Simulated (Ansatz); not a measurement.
# C2H6BrNSi: the cost of one run

Program: Ansatz 0.2.0 through its Python package. The levels of theory stand in the script. These are calculated values, not measurements.

## (1) Starting point

Bond lengths: Si1–N2 1.673 Å, N2–C3 1.362 Å, C3–C4 1.355 Å, C4–Br5 1.808 Å, Si1–H6 1.430 Å, Si1–H7 1.459 Å, Si1–H8 1.524 Å, N2–H9 1.053 Å, C3–H10 1.108 Å, C4–H11 1.141 Å. Angles (14 of 15 angles, heavy atoms first): Si1–N2–C3 133.5°, N2–C3–C4 133.8°, C3–C4–Br5 128.8°, Si1–N2–H9 111.5°, C3–N2–H9 113.5°, N2–Si1–H6 110.1°, N2–Si1–H7 109.1°, N2–Si1–H8 103.1°, N2–C3–H10 111.0°, C4–C3–H10 114.9°, C3–C4–H11 116.0°, Br5–C4–H11 114.9°, H6–Si1–H7 114.6°, H6–Si1–H8 108.8°.

No structure file is read: the coordinates are typed or built in the script.

## (2) Script

Input file methods.py:

```python
from dataclasses import dataclass
from pathlib import Path

import ansatz as az
import numpy as np


@dataclass
class Options:
    basis_set: str = "def2-SVP"


cfg = Options()

system = (
    az.Crystal.molecule()
    .atom("Si", (-1.3982, -0.1698, 0.9802))
    .atom("N", (-0.186, 0.7573, 0.295))
    .atom("C", (0.8676, 0.4693, -0.5188))
    .atom("C", (1.2979, -0.6599, -1.1319))
    .atom("Br", (2.739, -0.8917, -2.1987))
    .atom("H", (-0.9656, -0.694, 2.2379))
    .atom("H", (-1.8301, -1.1791, 0.0187))
    .atom("H", (-2.5111, 0.8425, 1.2256))
    .atom("H", (-0.115, 1.7014, 0.7567))
    .atom("H", (1.5573, 1.3336, -0.5951))
    .atom("H", (0.6096, -1.5667, -1.0489))
)

calculation = system.calculation().basis(gaussian=cfg.basis_set)

print("functional    E (Ha)        dipole (D)   HOMO (eV)  LUMO (eV)")
for name in ["r2scan0", "lc_wpbe", "pbe", "r2scan", "hf", "hse06"]:
    r = calculation.functional(name).forces().orbitals().run(threads=1, runs_dir="runs").report
    lines = Path(r["orbitals_path"]).read_text().splitlines()
    field_of = lambda key: [line.split("=")[1].strip() for line in lines if line.startswith(key)]
    orbitals = [(27.211386 * float(e), s, float(n)) for e, s, n in zip(field_of("Ene="), field_of("Spin="), field_of("Occup="))]
    homo = max(e for e, _, n in orbitals if n > 0.5)
    lumo = min(e for e, _, n in orbitals if n < 0.5)
    dipole = 4.803205 * np.linalg.norm(r["charge_distribution"]["dipole_moment_e_ang"])
    print(f"{name:10s} {r['free_energy_ev'] / 27.211386246:14.6f} {dipole:9.3f} {homo:11.3f} {lumo:10.3f}")
```

## (3) The calls as engine input

The engine receives this input (first run):

```yaml
crystal:
  periodic: [false, false, false]
  atoms:
    - { symbol: Si, position_ang: [-1.3982, -0.1698, 0.9802] }
    - { symbol: "N", position_ang: [-0.186, 0.7573, 0.295] }
    - { symbol: C, position_ang: [0.8676, 0.4693, -0.5188] }
    - { symbol: C, position_ang: [1.2979, -0.6599, -1.1319] }
    - { symbol: Br, position_ang: [2.739, -0.8917, -2.1987] }
    - { symbol: H, position_ang: [-0.9656, -0.694, 2.2379] }
    - { symbol: H, position_ang: [-1.8301, -1.1791, 0.0187] }
    - { symbol: H, position_ang: [-2.5111, 0.8425, 1.2256] }
    - { symbol: H, position_ang: [-0.115, 1.7014, 0.7567] }
    - { symbol: H, position_ang: [1.5573, 1.3336, -0.5951] }
    - { symbol: H, position_ang: [0.6096, -1.5667, -1.0489] }
basis:
  gaussian:
    orbitals: def2-SVP
hamiltonian:
  xc: r2scan0
output:
  orbitals: {}
  forces: true
```

## (4) Launch

On the command line:

```bash
python methods.py
```

**Question.** How long does this script take on 1 thread of Arm Neoverse V1, shared host, and how much memory does it need?

About 47 s, with a peak of 0.39 GiB.
